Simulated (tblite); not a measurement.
# C5H13BClP: the cost of one run

Programs: tblite 0.8.0 and PySCF 2.14.0, with density-fitted response routines of our own. Each step states its level of theory. These are calculated values for one molecule in the gas phase, unless marked as measured. Atoms count from 0, in the outputs and in this text.

### Step 1. Starting geometry

21 atoms, charge 0, multiplicity 1; geometry from: force field or distance geometry start.

Bonds of the start (Å): C0–C1 1.54, C1–C2 1.50, C2–B3 1.61, B3–P4 1.93, B3–C5 1.61, C5–C6 1.49, C6–Cl7 1.79, C0–H8 1.10, C0–H9 1.13, C0–H10 1.11, C1–H11 1.11, C1–H12 1.11, C2–H13 1.11, C2–H14 1.09, P4–H15 1.45, P4–H16 1.47, C5–H17 1.12, C5–H18 1.13, C6–H19 1.13, C6–H20 1.11.

### Step 2. Geometry optimisation with GFN2-xTB

The job: settings as JSON, then the geometry in Å.

```
{"job": {"kind": "relax", "xc": "GFN2-xTB", "basis": "xTB"}, "charge": 0, "multiplicity": 1}
C      3.076700    -0.362100    -0.070700
C      1.684900     0.186500     0.290100
C      0.754300    -0.235200    -0.812300
B     -0.681200     0.368100    -0.385400
P     -0.570400     2.202500     0.201700
C     -1.566300    -0.696800     0.443800
C     -2.953800    -0.840500    -0.081400
Cl    -3.825600     0.716300    -0.010400
H      2.992900    -0.941900    -1.005200
H      3.369600    -1.047800     0.777600
H      3.809800     0.459800    -0.196500
H      1.326400    -0.221500     1.258500
H      1.700000     1.294600     0.379300
H      1.020900     0.322500    -1.733100
H      0.679200    -1.313100    -0.949300
H     -1.888100     2.772300     0.428400
H      0.212200     2.185200     1.440200
H     -1.106200    -1.716600     0.408700
H     -1.581000    -0.362400     1.521100
H     -3.474400    -1.608900     0.556600
H     -2.988800    -1.144300    -1.152800
```

Run with:

```sh
OMP_NUM_THREADS=1 python probes_run.py task.json out
```

One launch serves the whole session: the jobs run in the order shown.

**Question.** How long does this first job take on 1 thread of Arm Neoverse V1, shared host, and how much memory does it need?

About 1.6 s, with a peak of 0.18 GiB.
